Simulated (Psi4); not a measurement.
# InF3 (SMILES [F][In]([F])[F]): QCISD/def2-SVP (core potential)

What is the energy difference between two shapes of InF3 at QCISD/def2-SVP (core potential)? 

The calculation is run with Psi4 1.11.

1 further run of the same task is left out (it didn't finish).

**1. Starting point**

InF3: 4 atoms, total charge 0, spin state singlet. As SMILES, `[F][In]([F])[F]`. The coordinates come from a PBE0-D4/def2-TZVP relaxation.

Bond lengths: F1–In2 1.918 Å, In2–F3 1.918 Å, In2–F4 1.918 Å. Angles: F1–In2–F3 120.0°, F1–In2–F4 120.0°, F3–In2–F4 120.0°.

**2. A single-point energy at QCISD/def2-SVP (core potential)**

calc.dat

```
memory 1600 mb

molecule {
  0 1
  F     -2.46741540    -0.70959216     2.53185506
  In     0.02626719    -0.02853486    -0.00963760
  F      3.34122476    -1.46850617     0.27155364
  F     -0.79557470     2.09268271    -2.83213254
  units bohr
}

set basis def2-SVP
set reference rhf
set scf_type pk
set num_frozen_docc 7

result, w = energy('qcisd', return_wfn=True)
print_variables()
```

Launch:

```console
$ psi4 -i calc.dat -o calc.out -n 1
```

calc.out (excerpt; [...] marks lines left out):

```text
[...]
    !!!  WARNING: ECP capability is in beta. Please check occupations closely.  !!!
[...]
  Running in c1 symmetry.
[...]
  Nuclear repulsion =  195.109742953161657
[...]
  Multiplicity = 1
[...]
  Nalpha       = 24
  Nbeta        = 24
[...]
    Number of basis functions: 68
[...]
   @RHF iter   1:  -487.15785812035978   -2.18614e+00   1.01076e-02 DIIS/ADIIS
[...]
   @RHF iter  11:  -487.33937364633653   -1.93268e-12   3.76912e-09 DIIS
[...]
    Orbital Energies [Eh]
    ---------------------
    Doubly Occupied:
       1A    -26.252565     2A    -26.252554     3A    -26.252507
       4A     -5.471734     5A     -3.737588     6A     -3.728006
       7A     -3.728004     8A     -1.506533     9A     -1.501978
      10A     -1.501971    11A     -1.122299    12A     -1.122298
      13A     -1.120601    14A     -1.111062    15A     -1.111060
      16A     -0.674591    17A     -0.632686    18A     -0.632684
      19A     -0.625825    20A     -0.610126    21A     -0.609086
      22A     -0.609076    23A     -0.589463    24A     -0.589454
[...]
  @RHF Final Energy:  -487.33937364633653
   => Energetics <=
    Nuclear Repulsion Energy =            195.1097429531616569
    One-Electron Energy =               -1142.7107292416421842
    Two-Electron Energy =                 460.2616126421439731
    Total Energy =                       -487.3393736463365258
[...]
 Multipole Moments:
 ------------------------------------------------------------------------------------
     Multipole            Electronic (a.u.)      Nuclear  (a.u.)        Total (a.u.)
 ------------------------------------------------------------------------------------
 L = 1.  Multiply by 2.5417464519 to convert [e a0] to [Debye]
 Dipole X            :          0.0024895           -0.0020947            0.0003948
 Dipole Y            :         -0.0008246            0.0006982           -0.0001264
 Dipole Z            :         -0.0008271            0.0006982           -0.0001289
 Magnitude           :                                                    0.0004341
[...]
      * MP2 total energy:                   -487.987666291551
[...]
      * MP3 total energy:                   -487.974506674595
[...]
      * QCISD total energy:                 -487.993441431668
[...]
```

It took 4.8 s on 1 thread of Intel Xeon 6975P-C (Granite Rapids), shared host; peak memory 0.34 GiB.

**3. The distorted shape**

calc.dat

```
memory 1600 mb

molecule m {
  0 1
  F
  In 1 1.820692
  F 2 1.990786 1 119.57909
  F 2 1.876104 1 122.00055 3 -173.67449
}

set globals {
  reference       rhf
  scf_type        pk
  num_frozen_docc 7
}

e_tot, wfn = energy('qcisd/def2-SVP', return_wfn=True)
```

Launch:

```console
$ psi4 -n 1 calc.dat calc.out
```

calc.out (excerpt; [...] marks lines left out):

```text
[...]
    !!!  WARNING: ECP capability is in beta. Please check occupations closely.  !!!
[...]
  Running in c1 symmetry.
[...]
  Nuclear repulsion =  197.666857439618923
[...]
  Multiplicity = 1
[...]
  Nalpha       = 24
  Nbeta        = 24
[...]
    Number of basis functions: 68
[...]
   @RHF iter   1:  -487.14668764010139   -2.17841e+00   1.02484e-02 DIIS/ADIIS
[...]
   @RHF iter  12:  -487.33032623574263   -5.68434e-12   3.95304e-09 DIIS
[...]
    Orbital Energies [Eh]
    ---------------------
    Doubly Occupied:
       1A    -26.267865     2A    -26.256721     3A    -26.233429
       4A     -5.467246     5A     -3.732864     6A     -3.724923
       7A     -3.723141     8A     -1.537000     9A     -1.514832
      10A     -1.475002    11A     -1.120570    12A     -1.117480
      13A     -1.116269    14A     -1.109058    15A     -1.107376
      16A     -0.683619    17A     -0.646745    18A     -0.640594
      19A     -0.636295    20A     -0.619197    21A     -0.611406
      22A     -0.591225    23A     -0.585574    24A     -0.579522
[...]
  @RHF Final Energy:  -487.33032623574263
   => Energetics <=
    Nuclear Repulsion Energy =            197.6668574396189229
    One-Electron Energy =               -1147.7984602156775509
    Two-Electron Energy =                 462.8012765403159392
    Total Energy =                       -487.3303262357426320
[...]
 Multipole Moments:
 ------------------------------------------------------------------------------------
     Multipole            Electronic (a.u.)      Nuclear  (a.u.)        Total (a.u.)
 ------------------------------------------------------------------------------------
 L = 1.  Multiply by 2.5417464519 to convert [e a0] to [Debye]
 Dipole X            :          1.4292310           -1.2239941            0.2052369
 Dipole Y            :          1.2744203           -1.0474269            0.2269933
 Dipole Z            :         -1.3280315            1.0907284           -0.2373031
 Magnitude           :                                                    0.3872478
[...]
      * MP2 total energy:                   -487.976936565486
[...]
      * MP3 total energy:                   -487.964348474276
[...]
      * QCISD total energy:                 -487.982832500683
[...]
```

Run time: 5.4 s. Hardware: 1 thread of Intel Xeon 6975P-C (Granite Rapids), shared host; peak memory 0.34 GiB.

**4. What came out**

Level: QCISD/def2-SVP (core potential), 7 core orbitals frozen.

| quantity | value |
| --- | --- |
| first shape: total energy | -487.99344 Eh |
| first shape: HOMO energy (Hartree–Fock orbitals) | -16.04 eV |
| first shape: LUMO energy (Hartree–Fock orbitals) | 0.18 eV |
| first shape: HOMO–LUMO gap (Hartree–Fock orbitals) | 16.22 eV |
| first shape: correlation energy (7 core orbitals frozen) | -654.1 mEh |
| first shape: T1 diagnostic | 0.017 |
| distorted shape: total energy | -487.98283 Eh |
| distorted shape: HOMO energy (Hartree–Fock orbitals) | -15.77 eV |
| distorted shape: LUMO energy (Hartree–Fock orbitals) | 0.28 eV |
| distorted shape: HOMO–LUMO gap (Hartree–Fock orbitals) | 16.05 eV |
| distorted shape: correlation energy (7 core orbitals frozen) | -652.5 mEh |
| distorted shape: T1 diagnostic | 0.017 |
| energy change with the atoms displaced | 0.289 eV |

What this shows: With the atoms displaced the energy rises by 0.29 eV (6.7 kcal/mol). The first shape isn't relaxed at this level, so the change isn't measured from a minimum.
